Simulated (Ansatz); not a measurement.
# C4H12BN: geometry at several levels, part 2 of 2

Wanted for C4H12BN: geometry at several levels.

Ansatz 0.2.0, Gaussian bases. The steps go on from the part before.

## (5) Relaxation, LDA/def2-SVP

The input, input.yaml:

```yaml
crystal:
  periodic: [false, false, false]
  atoms:
    - { symbol: B, position_ang: [2.29803641, -0.36489969, 0.02816929] }
    - { symbol: "N", position_ang: [0.67922863, -0.4328809, -0.12441507] }
    - { symbol: C, position_ang: [-0.09455335, -0.28969518, 1.14230167] }
    - { symbol: C, position_ang: [-1.54957271, -0.03174364, 0.71128251] }
    - { symbol: C, position_ang: [-1.43865916, 0.55606935, -0.72721362] }
    - { symbol: C, position_ang: [0.07213743, 0.59367756, -1.01962857] }
    - { symbol: H, position_ang: [2.75038714, -0.51344771, -1.10999809] }
    - { symbol: H, position_ang: [2.60420931, -1.28877, 0.78635] }
    - { symbol: H, position_ang: [2.53772114, 0.75082807, 0.5028079] }
    - { symbol: H, position_ang: [0.46705693, -1.36245176, -0.5205945] }
    - { symbol: H, position_ang: [0.34786564, 0.57912423, 1.66897239] }
    - { symbol: H, position_ang: [0.06288132, -1.18189274, 1.77574827] }
    - { symbol: H, position_ang: [-2.05823726, 0.65578493, 1.41423683] }
    - { symbol: H, position_ang: [-2.13592639, -0.97270342, 0.7073468] }
    - { symbol: H, position_ang: [-1.96908265, -0.08819911, -1.45714636] }
    - { symbol: H, position_ang: [-1.88664338, 1.56499018, -0.81068684] }
    - { symbol: H, position_ang: [0.53266337, 1.55833391, -0.72753714] }
    - { symbol: H, position_ang: [0.35917758, 0.38834591, -2.06724547] }
basis:
  gaussian: { orbitals: def2-SVP }
hamiltonian:
  xc: lda
relax:
  f_tol: 0.004
  max_steps: 150
```

Started as:

```sh
> ansatz run input.yaml --threads 4 --pin off --max-ram 10240MiB --backend cpu --events-out ev --progress --plain --runs-dir out
```

Standard output:

```text
Warning: RAYON_NUM_THREADS=4 ignored (pool sized by the plan → 4); use --threads N
The last accepted step is kept in <dir> (removed where the run ends without a failure and the disk answers)
Engine: ansatz 0.2.0, x86_64-unknown-linux-gnu
Functional definition: SPW92
  exchange = slater_x
  correlation = pw_c
1654 factors; their error is unknown
mean field evaluation 1: about -6431.0888 eV, gradient 6.8e1 eV
mean field evaluation 2: about -6414.5400 eV, gradient 1.1e2 eV
mean field evaluation 4: about -6444.2260 eV, gradient 5.9e0 eV
mean field evaluation 8: about -6444.2136 eV, gradient 4.4e-1 eV
mean field evaluation 16: about -6444.2140 eV, gradient 2.0e-5 eV
mean field -6444.21398826 eV, -236.8204960234 hartree, gradient 2.0e-5 eV, S^2 0.000000; 0 other end points of the search recorded, 0 dependent functions left out
the calculation of the forces begins
reference -6444.21402771 eV, -236.8204974731 hartree; 24, 24 occupied and 120, 120 virtual orbitals, 1654 factors
relax step   1: F+E_penalty+E_count = -6444.21398826 eV  Δ(F+E_penalty+E_count) = +0.000e0 eV  max|allowed force component| = 7.316e-1 eV/Å  Δτ_max = 0.0000 Å  (28 SCF iters, accepted)
these checks for a lower state are left out or cut short: starts, cluster_reference, orbital_swaps, neighbouring_geometries, increment
1654 factors; their error is unknown
mean field -6444.24824152 eV, -236.8217548077 hartree, gradient 9.9e-6 eV, S^2 0.000000; 0 other end points of the search recorded, 0 dependent functions left out
the calculation of the forces begins
reference -6444.24828071 eV, -236.8217562475 hartree; 24, 24 occupied and 120, 120 virtual orbitals, 1654 factors
relax step   2: F+E_penalty+E_count = -6444.24824152 eV  Δ(F+E_penalty+E_count) = -3.425e-2 eV  max|allowed force component| = 3.831e-1 eV/Å  Δτ_max = 0.0420 Å  (31 SCF iters, accepted)
these checks for a lower state are left out or cut short: starts, cluster_reference, orbital_swaps, neighbouring_geometries, increment
1654 factors; their error is unknown
mean field -6444.25731007 eV, -236.8220880707 hartree, gradient 9.5e-6 eV, S^2 0.000000; 0 other end points of the search recorded, 0 dependent functions left out
the calculation of the forces begins
reference -6444.25734915 eV, -236.8220895067 hartree; 24, 24 occupied and 120, 120 virtual orbitals, 1654 factors
relax step   3: F+E_penalty+E_count = -6444.25731007 eV  Δ(F+E_penalty+E_count) = -9.069e-3 eV  max|allowed force component| = 5.341e-2 eV/Å  Δτ_max = 0.0267 Å  (31 SCF iters, accepted)
these checks for a lower state are left out or cut short: starts, cluster_reference, orbital_swaps, neighbouring_geometries, increment
1654 factors; their error is unknown
mean field evaluation 32: about -6444.3466 eV, gradient 4.7e-1 eV
mean field -6444.25753846 eV, -236.8220964637 hartree, gradient 9.5e-6 eV, S^2 0.000000; 0 other end points of the search recorded, 0 dependent functions left out
the calculation of the forces begins
reference -6444.25757753 eV, -236.8220978996 hartree; 24, 24 occupied and 120, 120 virtual orbitals, 1654 factors
relax step   4: F+E_penalty+E_count = -6444.25753846 eV  Δ(F+E_penalty+E_count) = -2.284e-4 eV  max|allowed force component| = 1.813e-2 eV/Å  Δτ_max = 0.0049 Å  (31 SCF iters, accepted)
these checks for a lower state are left out or cut short: starts, cluster_reference, orbital_swaps, neighbouring_geometries, increment
1654 factors; their error is unknown
mean field -6444.25757155 eV, -236.8220976798 hartree, gradient 9.5e-6 eV, S^2 0.000000; 0 other end points of the search recorded, 0 dependent functions left out
the calculation of the forces begins
reference -6444.25761063 eV, -236.8220991159 hartree; 24, 24 occupied and 120, 120 virtual orbitals, 1654 factors
relax step   5: F+E_penalty+E_count = -6444.25757155 eV  Δ(F+E_penalty+E_count) = -3.309e-5 eV  max|allowed force component| = 5.992e-3 eV/Å  Δτ_max = 0.0017 Å  (32 SCF iters, accepted)
these checks for a lower state are left out or cut short: starts, cluster_reference, orbital_swaps, neighbouring_geometries, increment
1654 factors; their error is unknown
mean field -6444.25758135 eV, -236.8220980401 hartree, gradient 9.5e-6 eV, S^2 0.000000; 0 other end points of the search recorded, 0 dependent functions left out
the calculation of the forces begins
reference -6444.25762043 eV, -236.8220994760 hartree; 24, 24 occupied and 120, 120 virtual orbitals, 1654 factors
relax step   6: F+E_penalty+E_count = -6444.25758135 eV  Δ(F+E_penalty+E_count) = -9.803e-6 eV  max|allowed force component| = 1.549e-3 eV/Å  Δτ_max = 0.0020 Å  (31 SCF iters, accepted)
1654 factors; their error is unknown
mean field evaluation 64: about -6444.3382 eV, gradient 2.1e0 eV
mean field -6444.25758135 eV, -236.8220980401 hartree, gradient 9.5e-6 eV, S^2 0.000000; 1 other end points of the search recorded, 0 dependent functions left out
the calculation of the forces begins
reference -6444.25762043 eV, -236.8220994760 hartree; 24, 24 occupied and 120, 120 virtual orbitals, 1654 factors
Total energy: -6444.25762043 eV, -236.8220994760 hartree
Atom 0 at     2.245531    -0.366145     0.023609 Å, force     0.000904     0.000707     0.000338 eV/Å
Atom 1 at     0.667037    -0.440123    -0.128317 Å, force     0.001134    -0.001377    -0.000488 eV/Å
Atom 2 at    -0.086658    -0.284266     1.124069 Å, force    -0.000558     0.000256    -0.000297 eV/Å
Atom 3 at    -1.528489    -0.033195     0.703749 Å, force     0.001180    -0.000451    -0.000745 eV/Å
Atom 4 at    -1.418707     0.548673    -0.720130 Å, force     0.001116    -0.000905     0.000366 eV/Å
Atom 5 at     0.077256     0.584478    -1.001913 Å, force    -0.000631    -0.000024     0.000278 eV/Å
Atom 6 at     2.718270    -0.505871    -1.108713 Å, force    -0.000453    -0.000557    -0.000016 eV/Å
Atom 7 at     2.572143    -1.280508     0.786776 Å, force    -0.000422    -0.000375    -0.000414 eV/Å
Atom 8 at     2.474490     0.754926     0.499406 Å, force    -0.000447    -0.000382    -0.000185 eV/Å
Atom 9 at     0.449866    -1.372441    -0.526036 Å, force     0.000105     0.001549     0.000641 eV/Å
Atom 10 at     0.369637     0.596514     1.628406 Å, force    -0.000018     0.000442    -0.000169 eV/Å
Atom 11 at     0.084367    -1.162353     1.779072 Å, force    -0.000090     0.000170    -0.000150 eV/Å
Atom 12 at    -2.040503     0.651222     1.411076 Å, force    -0.000612    -0.000129     0.000409 eV/Å
Atom 13 at    -2.115037    -0.977159     0.701075 Å, force    -0.000279     0.000121     0.000559 eV/Å
Atom 14 at    -1.948975    -0.096834    -1.453102 Å, force    -0.000208     0.000489    -0.000351 eV/Å
Atom 15 at    -1.869282     1.558589    -0.809282 Å, force    -0.000555     0.000225    -0.000450 eV/Å
Atom 16 at     0.547924     1.541372    -0.683866 Å, force    -0.000041     0.000214     0.000447 eV/Å
Atom 17 at     0.379820     0.403591    -2.053128 Å, force    -0.000126     0.000027     0.000226 eV/Å
Dipole moment:    -1.209759    -0.002184    -0.094161 e Å
```

Wall time 6.1 s (4 threads of Intel Xeon Platinum 8488C (Sapphire Rapids), shared host); peak memory 0.21 GiB.

The steps of the relaxation:

| step | energy from step 1 (eV) | largest force component (eV/Å) |
| --- | --- | --- |
| 1 | 0.0000 | 0.7316 |
| 2 | -0.0343 | 0.3831 |
| 3 | -0.0433 | 0.0534 |
| 4 | -0.0435 | 0.0181 |
| 5 | -0.0436 | 0.0060 |
| 6 | -0.0436 | 0.0015 |

Step 1 is the start.

Before: Bond lengths (14 of 18 bonds, heavy atoms first): B1–N2 1.627 Å, N2–C3 1.491 Å, C3–C4 1.539 Å, C4–C5 1.558 Å, N2–C6 1.491 Å, C5–C6 1.539 Å, B1–H7 1.234 Å, B1–H8 1.234 Å, B1–H9 1.236 Å, N2–H10 1.033 Å, C3–H11 1.108 Å, C3–H12 1.105 Å, C4–H13 1.107 Å, C4–H14 1.109 Å. Angles (14 of 36 angles, heavy atoms first): B1–N2–C3 115.6°, B1–N2–C6 115.6°, C3–N2–C6 103.4°, N2–C3–C4 105.6°, C3–C4–C5 104.7°, C4–C5–C6 104.7°, N2–C6–C5 105.6°, B1–N2–H10 106.1°, C3–N2–H10 107.8°, C6–N2–H10 107.8°, N2–B1–H7 105.9°, N2–B1–H8 105.9°, N2–B1–H9 105.5°, N2–C3–H11 105.8°.

After: Bond lengths (14 of 18 bonds, heavy atoms first): B1–N2 1.588 Å, N2–C3 1.470 Å, C3–C4 1.523 Å, C4–C5 1.542 Å, N2–C6 1.470 Å, C5–C6 1.523 Å, B1–H7 1.235 Å, B1–H8 1.235 Å, B1–H9 1.239 Å, N2–H10 1.037 Å, C3–H11 1.113 Å, C3–H12 1.109 Å, C4–H13 1.109 Å, C4–H14 1.111 Å. Angles (14 of 36 angles, heavy atoms first): B1–N2–C3 115.0°, B1–N2–C6 115.0°, C3–N2–C6 103.1°, N2–C3–C4 105.5°, C3–C4–C5 104.5°, C4–C5–C6 104.5°, N2–C6–C5 105.5°, B1–N2–H10 106.7°, C3–N2–H10 108.4°, C6–N2–H10 108.4°, N2–B1–H7 106.7°, N2–B1–H8 106.7°, N2–B1–H9 105.2°, N2–C3–H11 105.1°.

## (6) Relaxation, PBE-D4/def2-SVP

input.yaml, as its differences from that of step 5:

```diff
@@ -24,3 +24,4 @@
 hamiltonian:
-  xc: lda
+  xc: pbe
+  dispersion: d4
 relax:
```

Started as:

```sh
> ansatz run input.yaml --threads 4 --pin off --max-ram 10240MiB --backend cpu --events-out ev --progress --plain --runs-dir out
```

Standard output (excerpt; [...] marks lines left out):

```text
Warning: RAYON_NUM_THREADS=4 ignored (pool sized by the plan → 4); use --threads N
[...]
Functional definition: PBE
[...]
1654 factors; their error is unknown
[...]
mean field -6496.16773137 eV, -238.7297608673 hartree, gradient 2.1e-5 eV, S^2 0.000000; 0 other end points of the search recorded, 0 dependent functions left out
[...]
reference -6496.16777363 eV, -238.7297624201 hartree; 24, 24 occupied and 120, 120 virtual orbitals, 1654 factors
relax step   1: F+E_penalty+E_count = -6496.55971449 eV  Δ(F+E_penalty+E_count) = +0.000e0 eV  max|allowed force component| = 2.002e-2 eV/Å  Δτ_max = 0.0000 Å  (27 SCF iters, accepted)
[...]
relax step   2: F+E_penalty+E_count = -6496.55972966 eV  Δ(F+E_penalty+E_count) = -1.518e-5 eV  max|allowed force component| = 1.257e-2 eV/Å  Δτ_max = 0.0015 Å  (31 SCF iters, accepted)
[...]
Atom 8 at     2.535005     0.751755     0.502885 Å, force     0.000243     0.000118     0.000044 eV/Å
Atom 9 at     0.466875    -1.363197    -0.520928 Å, force    -0.000432     0.000180     0.000033 eV/Å
Atom 10 at     0.348996     0.578353     1.668381 Å, force    -0.000016     0.000453     0.000280 eV/Å
Atom 11 at     0.063282    -1.182254     1.775529 Å, force    -0.000272    -0.000110     0.000050 eV/Å
Atom 12 at    -2.057531     0.656192     1.414215 Å, force     0.000348    -0.000093     0.000199 eV/Å
Atom 13 at    -2.136190    -0.972249     0.707407 Å, force     0.000029    -0.000025     0.000138 eV/Å
Atom 14 at    -1.969349    -0.087787    -1.456921 Å, force     0.000040     0.000066    -0.000118 eV/Å
Atom 15 at    -1.885982     1.565238    -0.810288 Å, force     0.000363     0.000065    -0.000150 eV/Å
Atom 16 at     0.533733     1.557326    -0.727471 Å, force     0.000001     0.000511     0.000126 eV/Å
Atom 17 at     0.359539     0.387964    -2.067283 Å, force    -0.000252    -0.000028    -0.000134 eV/Å
Dipole moment:    -1.218634     0.009889    -0.089912 e Å
```

Run time: 5.1 s. Hardware: 4 threads of Intel Xeon Platinum 8488C (Sapphire Rapids), shared host; peak memory 0.22 GiB.

Step by step:

| step | energy from step 1 (eV) | largest force component (eV/Å) |
| --- | --- | --- |
| 1 | 0.0000 | 0.0200 |
| 2 | 0.0000 | 0.0126 |
| 3 | 0.0000 | 0.0018 |

Step 1 is the start.

Before: Bond lengths (14 of 18 bonds, heavy atoms first): B1–N2 1.627 Å, N2–C3 1.491 Å, C3–C4 1.539 Å, C4–C5 1.558 Å, N2–C6 1.491 Å, C5–C6 1.539 Å, B1–H7 1.234 Å, B1–H8 1.234 Å, B1–H9 1.236 Å, N2–H10 1.033 Å, C3–H11 1.108 Å, C3–H12 1.105 Å, C4–H13 1.107 Å, C4–H14 1.109 Å. Angles (14 of 36 angles, heavy atoms first): B1–N2–C3 115.6°, B1–N2–C6 115.6°, C3–N2–C6 103.4°, N2–C3–C4 105.6°, C3–C4–C5 104.7°, C4–C5–C6 104.7°, N2–C6–C5 105.6°, B1–N2–H10 106.1°, C3–N2–H10 107.8°, C6–N2–H10 107.8°, N2–B1–H7 105.9°, N2–B1–H8 105.9°, N2–B1–H9 105.5°, N2–C3–H11 105.8°.

After: Bond lengths (14 of 18 bonds, heavy atoms first): B1–N2 1.626 Å, N2–C3 1.491 Å, C3–C4 1.539 Å, C4–C5 1.558 Å, N2–C6 1.491 Å, C5–C6 1.539 Å, B1–H7 1.234 Å, B1–H8 1.234 Å, B1–H9 1.236 Å, N2–H10 1.033 Å, C3–H11 1.108 Å, C3–H12 1.105 Å, C4–H13 1.107 Å, C4–H14 1.109 Å. Angles (14 of 36 angles, heavy atoms first): B1–N2–C3 115.6°, B1–N2–C6 115.6°, C3–N2–C6 103.5°, N2–C3–C4 105.6°, C3–C4–C5 104.7°, C4–C5–C6 104.7°, N2–C6–C5 105.6°, B1–N2–H10 106.2°, C3–N2–H10 107.8°, C6–N2–H10 107.8°, N2–B1–H7 105.9°, N2–B1–H8 105.9°, N2–B1–H9 105.4°, N2–C3–H11 105.8°.

## (7) The levels compared

```
          level  B1–N2 (Å)  N2–C3 (Å)  N2–C6 (Å)  rotational constants (MHz)  dipole (D)  CPU time
      HF/STO-3G     1.6533     1.5066     1.5066        6277, 2882.8, 2183.9        6.18      15 s
      HF/6-31G*     1.6569     1.4765     1.4765        6420.8, 2915.8, 2219        5.99      30 s
   LDA/def2-SVP     1.5875     1.4700     1.4700        6450.8, 2993.9, 2278        5.83      21 s
PBE-D4/def2-SVP     1.6261     1.4910     1.4910      6320.3, 2905.7, 2209.5        5.87      19 s
```

Constants are for the commonest isotopes at the equilibrium geometry; times are CPU times of the relaxations.

## (8) Summary of results

What follows sums up all 2 parts.

| quantity | value |
| --- | --- |
| B1–N2 at PBE-D4/def2-SVP | 1.626 Å |
| N2–C3 at PBE-D4/def2-SVP | 1.491 Å |
| N2–C6 at PBE-D4/def2-SVP | 1.491 Å |

What this shows: The B–N distance spreads over 0.069 Å, from LDA/def2-SVP (shortest) to HF/6-31G*.
